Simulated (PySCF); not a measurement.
# [Yb(NH3)]2+: other functionals and bases at one geometry

The task here is to estimate one member of a computed series from the others.

Computed with PySCF 2.14.0. Level: several levels, as the steps say, no spin–orbit coupling.

1 further run of the same task is left out (for a known fault of the program).

## The starting structure

5 atoms, charge 2, spin multiplicity 1.

Bond lengths: Yb1–N2 2.418 Å, N2–H3 1.031 Å, N2–H4 1.031 Å, N2–H5 1.031 Å. Angles: Yb1–N2–H3 115.2°, Yb1–N2–H4 115.2°, Yb1–N2–H5 115.2°, H3–N2–H4 103.2°, H3–N2–H5 103.2°, H4–N2–H5 103.2°.

Coordinates:

```xyz
5
charge 2, multiplicity 1
Yb    0.00000    0.00000   -0.10455
N     0.00000    0.00000    2.31313
H     0.93270    0.00004    2.75234
H    -0.46638    0.80773    2.75234
H    -0.46632   -0.80776    2.75234
```

Formal oxidation states: Yb +2. An earlier session relaxed this geometry at PBE0, Yb def2-SVP with ECP28, N def2-SVP, H def2-SVP (singlet, point group C3v).

At PBE0 on the finer grid: E = -1215.048208 Eh, HOMO -18.33 eV, LUMO -12.10 eV, Mulliken charge on Yb1 +1.70 e, largest force component 0.005 eV/Å. 

Levels to run: TPSS; wB97X; PBE0, TZVP. Hardware: 2 threads of Intel Xeon at 2.60GHz (Ice Lake), shared host.

The first run:

run.py (the lines that set the calculation)

```python
mol = gto.M(atom='''
Yb     0.00000     0.00000    -0.10455
N      0.00000     0.00000     2.31313
H      0.93270     0.00004     2.75234
H     -0.46638     0.80773     2.75234
H     -0.46632    -0.80776     2.75234''',
    basis={'Yb': 'def2-SVP', 'N': 'def2-SVP', 'H': 'def2-SVP'},
    ecp={'Yb': 'def2-SVP'},
    charge=2, spin=0)
mf = dft.RKS(mol, xc='TPSS')
mf.grids.atom_grid = (75, 302)  # f atoms: unpruned, at least (60, 302)
mf = mf.density_fit()  # fitting sets: Yb def2-universal-JKFIT, N def2-universal-JKFIT, H def2-universal-JKFIT
mf.conv_tol = 1e-08; mf.max_cycle = 55
mf.kernel(dm0)  # dm0: the density of the relaxed state
```

On the command line:

```bash
OMP_NUM_THREADS=2 python run.py
```

Steps of the session up to this table: TPSS; wB97X; PBE0, TZVP.

One of the session's tables, all rows but one given; the rest of the session is left out.

| level | HOMO (eV) | gap (eV) | charge on Yb1 (e) | dipole (D) | largest force component (eV/Å) |
| --- | --- | --- | --- | --- | --- |
| PBE0 (relaxed here) | -18.33 | 6.23 | 1.70 | 2.66 | 0.01 |
| TPSS | ? | ? | ? | ? | ? |
| wB97X | -20.72 | 10.92 | 1.71 | 2.52 | 0.10 |
| PBE0, TZVP | -18.27 | 6.13 | 1.77 | 2.67 | 0.41 |

Q: Estimate the row for TPSS from the others.

The run gave: HOMO (eV): -15.27; gap (eV): 2.50; charge on Yb1 (e): 1.68; dipole (D): 2.76; largest force component (eV/Å): 0.31. In the column «HOMO (eV)» it is the highest.

The dipole of a charged species depends on the origin, so these sizes hold for this origin alone.

In one basis the HOMO–LUMO gap runs from 2.50 eV (TPSS) to 10.92 eV (wB97X). The largest leftover force, 0.41 eV/Å with PBE0, TZVP, stands at a geometry relaxed at another level. Total energies of different levels can't be compared.
